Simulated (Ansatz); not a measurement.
A run of Ansatz 0.2.0 is set up as follows.

input.yaml

```yaml
crystal:
  lattice:
    - [3.15644, 0.0, 0.0]
    - [0.0, 3.15644, 0.0]
    - [0.0, 0.0, 3.15644]
  atoms:
    - { symbol: Nb, position: [0.0, 0.0, 0.0] }
    - { symbol: Si, position: [0.5, 0.5, 0.5] }
hamiltonian:
  xc: r2scan
  pseudopotentials: { kind: paw }
kpoints:
  mp_grid: { grid: [8, 8, 8] }
scf:
  occupations: { method: fermi_dirac, width: 0.05 }
output:
  forces: true
  stress: true
  eigenvalues: true
  write_density: true
  write_potential: true
  elf: true
  volumetric_format: npy
relax:
  f_tol: 0.01
  max_steps: 40
  cell: { stress_tol: 0.05, p_target: 10.0 }
```

Potentials or basis: Ansatz PAW.

Run with:

```bash
$ ansatz run input.yaml --threads 2 --pin off --max-ram 5632MiB --backend cpu --events-out ev --progress --plain --runs-dir out
```

Q: Predict the relaxed volume.

A: 14.78 Å³/atom.

Q: What does it give for the relaxed cell?

A: a = 3.092 Å, b = 3.092 Å, c = 3.092 Å, α = 90.00°, β = 90.00°, γ = 90.00°.

Q: Estimate the space group after relaxing (to 0.05 Å).

A: Pm-3m (No. 221).

The path:
```tsv
step	energy change (eV)	largest force (eV/Å)	volume (Å³)
1	0.0000	0.0000	31.45
2	0.0307	0.0000	29.77
3	0.0424	0.0000	29.57
4	0.0430	0.0000	29.57
```

Caveat: the plane-wave basis is chosen anew once the cell has moved, so the energies of steps on either side of that aren't comparable; the PAW data sets come from PBE, with cores solved anew for the run's functional, which leaves a small shift of forces and pressure.
